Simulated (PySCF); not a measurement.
# Sm2O(OH)2: other functionals and bases at one geometry

Aim: see how levels, charges and forces of Sm2O(OH)2 depend on the level of theory. The structure is generated, not taken from experiment.

Method: several levels, as the steps say, no spin–orbit coupling; program: PySCF 2.14.0.

3 further runs of the same task are left out: 2 for a known fault of the program, 1 that didn't finish.

### 1 Starting geometry

7 atoms, charge 0, spin multiplicity 1.

Bond lengths: Sm1–O3 2.180 Å, Sm1–O4 2.194 Å, Sm2–O3 2.180 Å, Sm2–O6 2.194 Å, O4–H5 0.959 Å, O6–H7 0.959 Å. Angles: O3–Sm1–O4 122.4°, O3–Sm2–O6 122.4°, Sm1–O3–Sm2 164.6°, Sm1–O4–H5 159.5°, Sm2–O6–H7 159.5°.

As a file:

```xyz
7
H2O3Sm2
Sm   -1.27281    0.00000    2.16029
Sm   -1.27281    0.00000   -2.16029
O    -1.56555    0.00000    0.00000
O     0.72083    0.00000    3.07515
H     1.67778    0.00000    3.14437
O     0.72083    0.00000   -3.07515
H     1.67778    0.00000   -3.14437
```

Formal oxidation states: Sm +2. Each metal's 6 4f electrons lie in its core potential, so multiplicities, spins and levels count the valence alone. An earlier session relaxed this geometry at PBE0, Sm lcecp-0-SVP with ECP52, O def2-SVP, H def2-SVP (singlet, point group C2v).

At PBE0 on the finer grid: E = -284.301042 Eh, frontier levels not given, since the 4f levels lie in the core, Mulliken charge on Sm1 +0.81 e, largest force component 0.013 eV/Å. 

Levels to run: B3LYP; M06-L; BP86; BLYP; PBE0, TZVP. Hardware: 2 threads of AMD EPYC 9R45 (Zen 5), shared host.

### 2 B3LYP

The input, run.py (the lines that set the calculation):

```python
mol = gto.M(atom='''
Sm    -1.27281     0.00000     2.16029
Sm    -1.27281     0.00000    -2.16029
O     -1.56555     0.00000     0.00000
O      0.72083     0.00000     3.07515
H      1.67778     0.00000     3.14437
O      0.72083     0.00000    -3.07515
H      1.67778     0.00000    -3.14437''',
    basis={'Sm': 'lcecp-0-SVP', 'O': 'def2-SVP', 'H': 'def2-SVP'},
    ecp={'Sm': 'lcecp-0-SVP'},
    charge=0, spin=0)
mf = dft.RKS(mol, xc='B3LYP')
mf.grids.atom_grid = (75, 302)  # f atoms: unpruned, at least (60, 302)
mf = mf.density_fit()  # fitting sets: Sm AutoAux, O def2-universal-JKFIT, H def2-universal-JKFIT
mf.conv_tol = 1e-08; mf.max_cycle = 55
mf.kernel(dm0)  # dm0: the density of the relaxed state
```

Command:

```sh
OMP_NUM_THREADS=2 python run.py
```

### 3 M06-L

Edit run.py (the lines that set the calculation) of step 2 so:

```diff
@@ -11,3 +11,3 @@
     charge=0, spin=0)
-mf = dft.RKS(mol, xc='B3LYP')
+mf = dft.RKS(mol, xc='M06L')
 mf.grids.atom_grid = (75, 302)  # f atoms: unpruned, at least (60, 302)
```

### 4 BP86

Edit run.py (the lines that set the calculation) of step 3 so:

```diff
@@ -11,3 +11,3 @@
     charge=0, spin=0)
-mf = dft.RKS(mol, xc='M06L')
+mf = dft.RKS(mol, xc='B88,P86')
 mf.grids.atom_grid = (75, 302)  # f atoms: unpruned, at least (60, 302)
```

### 5 BLYP

Edit run.py (the lines that set the calculation) of step 4 so:

```diff
@@ -11,3 +11,3 @@
     charge=0, spin=0)
-mf = dft.RKS(mol, xc='B88,P86')
+mf = dft.RKS(mol, xc='BLYP')
 mf.grids.atom_grid = (75, 302)  # f atoms: unpruned, at least (60, 302)
```

### 6 PBE0, TZVP

Basis: Sm lcecp-0-TZVP with ECP52, O def2-TZVP, H def2-TZVP. 

The input, run.py (the lines that set the calculation):

```python
mol = gto.M(atom='''
Sm    -1.27281     0.00000     2.16029
Sm    -1.27281     0.00000    -2.16029
O     -1.56555     0.00000     0.00000
O      0.72083     0.00000     3.07515
H      1.67778     0.00000     3.14437
O      0.72083     0.00000    -3.07515
H      1.67778     0.00000    -3.14437''',
    basis={'Sm': 'lcecp-0-TZVP', 'O': 'def2-TZVP', 'H': 'def2-TZVP'},
    ecp={'Sm': 'lcecp-0-TZVP'},
    charge=0, spin=0)
mf = dft.RKS(mol, xc='PBE0')
mf.grids.atom_grid = (75, 302)  # f atoms: unpruned, at least (60, 302)
mf = mf.density_fit()  # fitting sets: Sm AutoAux, O def2-universal-JKFIT, H def2-universal-JKFIT
mf.conv_tol = 1e-08; mf.max_cycle = 55
mf.kernel(dm0)  # dm0: free metal ions and neutral atoms
```

Before running it: what results should come out? Wanted: for each run, charge on Sm1; dipole; largest force.

**Answer**, as computed:

| level | state | charge on Sm1 (e) | dipole (D) | largest force (eV/Å) | basis functions | time |
| --- | --- | --- | --- | --- | --- | --- |
| PBE0 (relaxed here) | singlet | 0.81 | 7.09 | 0.01 | 114 | 15 s |
| B3LYP | singlet | 0.76 | 6.95 | 0.19 | 114 | 6.6 s |
| M06-L | singlet | 0.87 | 7.38 | 0.32 | 114 | 11 s |
| BP86 | singlet | 0.68 | 6.52 | 0.65 | 114 | 8.4 s |
| BLYP | singlet | 0.65 | 6.44 | 0.72 | 114 | 7.8 s |
| PBE0, TZVP | singlet | 1.12 | 7.71 | 0.31 | 199 | 17 s |

Times are on 2 threads of AMD EPYC 9R45 (Zen 5), shared host; the first row also made further properties.

The largest leftover force, 0.72 eV/Å with BLYP, stands at a geometry relaxed at another level. The Mulliken charge on Sm spans +0.65 to +1.12 e over the levels. With 4f in the core, its levels are missing from HOMO and gap. Total energies of different levels can't be compared. Spin–orbit coupling is left out throughout.
